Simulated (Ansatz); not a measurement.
Input file:

```yaml
accuracy: low
crystal:
  lattice:
    - [6.87, 0.0, 0.0]
    - [-3.435, 5.949595, 0.0]
    - [0.0, 0.0, 7.17686]
  atoms:
    - { symbol: Be, position: [0.0, 0.0, 0.0] }
    - { symbol: Be, position: [0.1111111, 0.2222222, 0.25] }
    - { symbol: Be, position: [0.0, 0.0, 0.5] }
    - { symbol: Be, position: [0.1111111, 0.2222222, 0.75] }
    - { symbol: Be, position: [0.0, 0.3333333, 0.0] }
    - { symbol: Be, position: [0.1111111, 0.5555556, 0.25] }
    - { symbol: Be, position: [0.0, 0.3333333, 0.5] }
    - { symbol: Be, position: [0.1111111, 0.5555556, 0.75] }
    - { symbol: Be, position: [0.0, 0.6666667, 0.0] }
    - { symbol: Be, position: [0.1111111, 0.8888889, 0.25] }
    - { symbol: Be, position: [0.0, 0.6666667, 0.5] }
    - { symbol: Be, position: [0.1111111, 0.8888889, 0.75] }
    - { symbol: Be, position: [0.3333333, 0.0, 0.0] }
    - { symbol: Be, position: [0.4444444, 0.2222222, 0.25] }
    - { symbol: Be, position: [0.3333333, 0.0, 0.5] }
    - { symbol: Be, position: [0.4444444, 0.2222222, 0.75] }
    - { symbol: Be, position: [0.3333333, 0.3333333, 0.0] }
    - { symbol: Be, position: [0.4444444, 0.5555556, 0.25] }
    - { symbol: Be, position: [0.3333333, 0.3333333, 0.5] }
    - { symbol: Be, position: [0.4444444, 0.5555556, 0.75] }
    - { symbol: Be, position: [0.3333333, 0.6666667, 0.0] }
    - { symbol: Be, position: [0.4444444, 0.8888889, 0.25] }
    - { symbol: Be, position: [0.3333333, 0.6666667, 0.5] }
    - { symbol: Be, position: [0.4444444, 0.8888889, 0.75] }
    - { symbol: Be, position: [0.6666667, 0.0, 0.0] }
    - { symbol: Be, position: [0.7777778, 0.2222222, 0.25] }
    - { symbol: Be, position: [0.6666667, 0.0, 0.5] }
    - { symbol: Be, position: [0.7777778, 0.2222222, 0.75] }
    - { symbol: Be, position: [0.6666667, 0.3333333, 0.0] }
    - { symbol: Be, position: [0.7777778, 0.5555556, 0.25] }
    - { symbol: Be, position: [0.6666667, 0.3333333, 0.5] }
    - { symbol: Be, position: [0.7777778, 0.5555556, 0.75] }
    - { symbol: Be, position: [0.6666667, 0.6666667, 0.0] }
    - { symbol: Be, position: [0.7777778, 0.8888889, 0.25] }
    - { symbol: Be, position: [0.6666667, 0.6666667, 0.5] }
    - { symbol: Be, position: [0.7777778, 0.8888889, 0.75] }
basis:
  ecutwfc: 420.0
kpoints:
  mp_grid: { grid: [2, 2, 2] }
hamiltonian:
  xc: pbesol
scf:
  occupations: { method: fermi_dirac, width: 0.17 }
  lower_state_search: "off"
md:
  timestep: 1.5
  n_steps: 60
  ensemble: nvt_langevin
  temperature: 2000.0
  initial_velocities: maxwell_boltzmann
  seed: 793315
  friction: 0.02
```

Launched with:

```bash
$ ansatz run input.yaml --threads 1 --pin off --max-ram 3072MiB --backend cpu --events-out ev --progress --plain --runs-dir out
```

Hardware: 1 thread of Arm Neoverse V2, on a shared host.

Roughly how long does this run take, and how much memory?

6.6 min, with a peak of 0.63 GiB, for 61 ionic steps.
